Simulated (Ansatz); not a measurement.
# SnTe (SMILES [Sn][Te]): levels of theory compared

Aim: a comparison of 3 runs (HF/STO-3G, UPBE0/STO-3G, CCSD/STO-3G) of SnTe. 

The results are computed with Ansatz 0.2.0.

45 further runs of the same task are left out: 16 that didn't finish, 29 set aside as unsound or not needed.

## 1. The structure to begin with

SnTe has 2 atoms, charge 0, and is taken as a singlet. As SMILES, `[Sn][Te]`. The Te2–Sn1 distance was set to 3.147 Å, away from the relaxed value.

Bond lengths: Sn1–Te2 3.147 Å.

## 2. The energy at HF/STO-3G (run 1)

File run.yaml:

```yaml
crystal:
  periodic: [false, false, false]
  atoms:
    - {symbol: Sn, position_ang: [0.000000, 0.000000, -0.620070]}
    - {symbol: Te, position_ang: [-0.000000, -0.000000, 2.527330]}
basis:
  gaussian: {orbitals: STO-3G}
hamiltonian: {xc: hf}
accuracy: high
total_charge: 0
```

On the command line:

```sh
ansatz run run.yaml --threads 1 --pin off --max-ram 3480MiB --events-out events.jsonl --progress --plain --runs-dir runs
```

Log:

```text
Warning: RAYON_NUM_THREADS=1 ignored (pool sized by the plan → 1); use --threads N
Functional definition: HF
  name "HF"
  exchange = exact_x
  correlation = 0
807 factors; integrals over basis functions are off by at most 1.6e-8 eV
mean field evaluation 1: about -340417.2415 eV, gradient 2.1e1 eV
mean field evaluation 2: about -340417.2769 eV, gradient 2.1e1 eV
mean field evaluation 4: about -340423.6267 eV, gradient 5.3e0 eV
mean field evaluation 8: about -340423.9217 eV, gradient 6.6e-2 eV
mean field evaluation 16: about -340418.7428 eV, gradient 1.3e1 eV
mean field evaluation 32: about -340423.5937 eV, gradient 5.3e0 eV
mean field -340423.91503218 eV, -12510.3481298153 hartree, gradient 5.7e-8 eV, S^2 0.000000; 0 other end points of the search recorded, 0 dependent functions left out
reference -340423.91503218 eV, -12510.3481298153 hartree; 51, 51 occupied and 3, 3 virtual orbitals, 807 factors
Total energy: -340423.91503218 eV, -12510.3481298153 hartree
```

Run time: 1.2 s. Hardware: 1 thread of AMD EPYC 9R14 (Zen 4), shared host; peak memory 0.15 GiB.

## 3. The energy at UPBE0/STO-3G (run 2)

File molecule.yaml:

```yaml
crystal:
  periodic: [false, false, false]
  atoms:
    - {symbol: Sn, position_ang: [0.000000, 0.000000, -0.620070]}
    - {symbol: Te, position_ang: [-0.000000, -0.000000, 2.527330]}
basis:
  gaussian: {orbitals: STO-3G}
magnetization: {spin_polarized: true}
hamiltonian: {xc: {name: PBE0}}
accuracy: high
```

On the command line:

```sh
ansatz run molecule.yaml --threads 1 --pin off --max-ram 3480MiB --events-out events.jsonl --progress --plain --runs-dir runs
```

Log:

```text
Warning: RAYON_NUM_THREADS=1 ignored (pool sized by the plan → 1); use --threads N
Functional definition: PBE0
  name "PBE0"
  parameter a = 0.25
  parameter kappa = 0.804
  parameter beta = 0.06672455060314922
  exchange = (1 - a)*pbe_x(kappa = kappa, mu = beta*pi^2/3) + a*exact_x
  correlation = pbe_c(beta = beta)
807 factors; integrals over basis functions are off by at most 1.6e-8 eV
mean field evaluation 1: about -340514.1741 eV, gradient 1.6e1 eV
mean field evaluation 2: about -340433.9997 eV, gradient 4.2e1 eV
mean field evaluation 4: about -340516.0747 eV, gradient 1.5e1 eV
mean field evaluation 8: about -340520.1314 eV, gradient 1.0e1 eV
mean field evaluation 16: about -340521.9071 eV, gradient 1.0e-1 eV
mean field evaluation 32: about -340518.0257 eV, gradient 1.3e1 eV
mean field evaluation 64: about -340521.6882 eV, gradient 1.3e0 eV
mean field -340521.90814357 eV, -12513.9493102367 hartree, gradient 1.5e-8 eV, S^2 0.542523; 5 other end points of the search recorded, 0 dependent functions left out
reference -340521.90814507 eV, -12513.9493102920 hartree; 51, 51 occupied and 3, 3 virtual orbitals, 807 factors
Total energy: -340521.90814507 eV, -12513.9493102920 hartree
```

It took 11 s on 1 thread of AMD EPYC 9R14 (Zen 4), shared host; peak memory 0.34 GiB.

## 4. A single-point energy at CCSD/STO-3G (run 3)

File in.yaml:

```yaml
crystal:
  periodic: [false, false, false]
  atoms:
    - symbol: Sn
      position_ang: [0.000000, 0.000000, -0.620070]
    - symbol: Te
      position_ang: [-0.000000, -0.000000, 2.527330]
basis:
  gaussian: {orbitals: STO-3G}
accuracy: high
correlation: {method: ccsd, frozen_orbitals: {Sn: 18, Te: 18}}
scf: {omitted_lower_state_checks: [cluster_reference, increment]}
```

On the command line:

```sh
ansatz run in.yaml --threads 1 --pin off --max-ram 3480MiB --events-out events.jsonl --progress --plain --runs-dir runs
```

Log (excerpt; [...] marks lines left out):

```text
Warning: RAYON_NUM_THREADS=1 ignored (pool sized by the plan → 1); use --threads N
[... 2 set-up lines as earlier in the session ...]
[...]
807 factors; integrals over basis functions are off by at most 1.6e-8 eV
[...]
mean field -340423.91503218 eV, -12510.3481298153 hartree, gradient 5.7e-8 eV, S^2 0.000000; 6 other end points of the search recorded, 0 dependent functions left out; unrestricted orbitals would lower it
36 core orbitals not correlated: weight in the atoms' cores, before any rotation towards them, 1.000 or more for the frozen orbitals, at most 0.000 for the correlated occupied ones
reference -340423.91503218 eV, -12510.3481298153 hartree; 15, 15 occupied and 3, 3 virtual orbitals, 807 factors
second order -1.87018333 eV of doubles, -0.00000000 eV of singles
cycle   1  -1.61975151 eV  change    2.5e-1 eV  update   3.3e-1
[...]
cycle  24  -2.31688229 eV  change   6.3e-10 eV  update  8.4e-10
Total energy: -340426.23191446 eV, -12510.4332736689 hartree
Checks for a lower state left out: cluster_reference, increment
```

Wall time 3.6 s (1 thread of AMD EPYC 9R14 (Zen 4), shared host); peak memory 0.17 GiB.

## 5. All runs side by side

```csv
run,level,frozen core orbitals,energy (Eh),wall time
1,HF/STO-3G,–,-12510.348130,1.2 s
2,UPBE0/STO-3G,–,-12513.949310,11 s
3,CCSD/STO-3G,36,-12510.433274,3.6 s
```

## 6. What came out

| quantity | value |
| --- | --- |
| run 3: total energy | -12510.43327 Eh |
| run 3: correlation energy (36 core orbitals frozen) | -85.1 mEh |
| run 3: T1 diagnostic | 0.074 |

**Reading.** In run 3 the T1 diagnostic is large, so a single reference may not serve. In run 3 the log says that unrestricted orbitals would lower the reference, so the values rest on an unstable closed-shell determinant (other closed-shell runs at this shape may share the fault). In runs 1, 2, 3 the basis is minimal, so the values are rough. In runs 1, 2, 3 relativity is left out where basis or elements ask for it. Spin contamination of the reference: run 2 ⟨S²⟩ = 0.54. All runs together took 16 s, the longest 11 s.
